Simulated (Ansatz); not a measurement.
# CH₃NOSi: vertical ionisation energy

How much energy removes an electron from CH₃NOSi at fixed geometry? The cation is run at each level and the neutral's energy taken from earlier runs.

Method: unrestricted cation, the program's frozen cores in correlated methods; program: Ansatz 0.2.0, Gaussian basis.

The runs, in order: UKS PBE-D4/def2-TZVPP; UKS r2SCAN-D4/def2-TZVPP; UKS PBE0-D4/def2-TZVPP; UKS B3LYP-D4/def2-TZVPP; UKS wB97X-V/def2-TZVPP; UKS wB97M-V/def2-TZVPP; UKS B2PLYP/def2-TZVPP; UHF-CCSD(T)/def2-TZVPP; UHF-MP2/def2-QZVPP; extrapolation to the limit; then −ε(HOMO) from the neutral's earlier runs with LDA (SPW92), PBE-D4, revPBE-D4, BLYP-D4, r2SCAN-D4, B97M-V, PBE0-D4, B3LYP-D4, r2SCANh-D4, r2SCAN0-D4, HSE06-D4, BHLYP-D4, CAM-B3LYP-D4, LC-ωPBE, ωB97X-V, ωB97M-V.

## 1. Structure used throughout

All runs share one geometry, relaxed beforehand with PBE0-D4 in a triple-zeta def2 set.

SMILES `O=C=N[SiH3]`, 7 atoms, charge 0, spin multiplicity 1.

Atoms are counted from 1 here; the program's logs count them from 0.

Bond lengths: O1–C2 1.165 Å, C2–N3 1.190 Å, N3–Si4 1.705 Å, Si4–H5 1.482 Å, Si4–H6 1.482 Å, Si4–H7 1.482 Å. Angles: O1–C2–N3 180.0°, C2–N3–Si4 179.9°, N3–Si4–H5 108.9°, N3–Si4–H6 108.9°, N3–Si4–H7 108.9°, H5–Si4–H6 110.0°, H5–Si4–H7 110.0°, H6–Si4–H7 110.0°.

## 2. Cation, UKS PBE-D4/def2-TZVPP

in.yaml reads:

```yaml
crystal:
  periodic: [false, false, false]
  atoms:
    - {symbol: O, position_ang: [1.158912, -2.416144, 1.429204]}
    - {symbol: C, position_ang: [0.716576, -1.490786, 0.876393]}
    - {symbol: N, position_ang: [0.264667, -0.545476, 0.311380]}
    - {symbol: Si, position_ang: [-0.383052, 0.810077, -0.495422]}
    - {symbol: H, position_ang: [0.728421, 1.598408, -1.077166]}
    - {symbol: H, position_ang: [-1.134694, 1.634736, 0.479390]}
    - {symbol: H, position_ang: [-1.289530, 0.341086, -1.569478]}
basis:
  gaussian: {orbitals: def2-TZVPP}
total_charge: 1
magnetization: {spin_polarized: true, initial_magnetization: 1}
hamiltonian: {xc: pbe, dispersion: d4}
```

The runs that follow: Cation, UKS r2SCAN-D4/def2-TZVPP; Cation, UKS PBE0-D4/def2-TZVPP; Cation, UKS B3LYP-D4/def2-TZVPP; Cation, UKS wB97X-V/def2-TZVPP; Cation, UKS wB97M-V/def2-TZVPP; Cation, UKS B2PLYP (frozen core)/def2-TZVPP; Cation, UHF-CCSD(T)/def2-TZVPP; Cation, UHF-MP2/def2-QZVPP.

Before running them: what should the planned runs give, taken together? Wanted: ionisation energy, CCSD(T)/CBS; nearest functional by difference; nearest −ε(HOMO); −ε(HOMO) of PBE; T1 of the cation.

**Answer**, as computed:

| quantity | value |
| --- | --- |
| ionisation energy, CCSD(T)/CBS | 11.36 eV |
| nearest functional by difference | ωB97X-V (-0.22 eV) |
| nearest −ε(HOMO) | LC-ωPBE (+0.03 eV) |
| −ε(HOMO) of PBE | 7.33 eV |
| T1 of the cation | 0.041 |

**Reading.** By cation minus neutral, the functionals miss by 0.76 eV at most. The PBE orbital energy is 4.0 eV too small: a semilocal HOMO is no ionisation energy. Among orbital estimates LC-ωPBE comes nearest. Hartree-Fock falls 1.28 eV short, as the neutral has more correlation energy than the cation. The cation's T1 (from the report) is 0.041, near the customary mark of 0.045 for open shells, so the coupled-cluster value is less safe. The cation may have settled in a state other than its lowest; no search over hole states beyond the program's own was made.
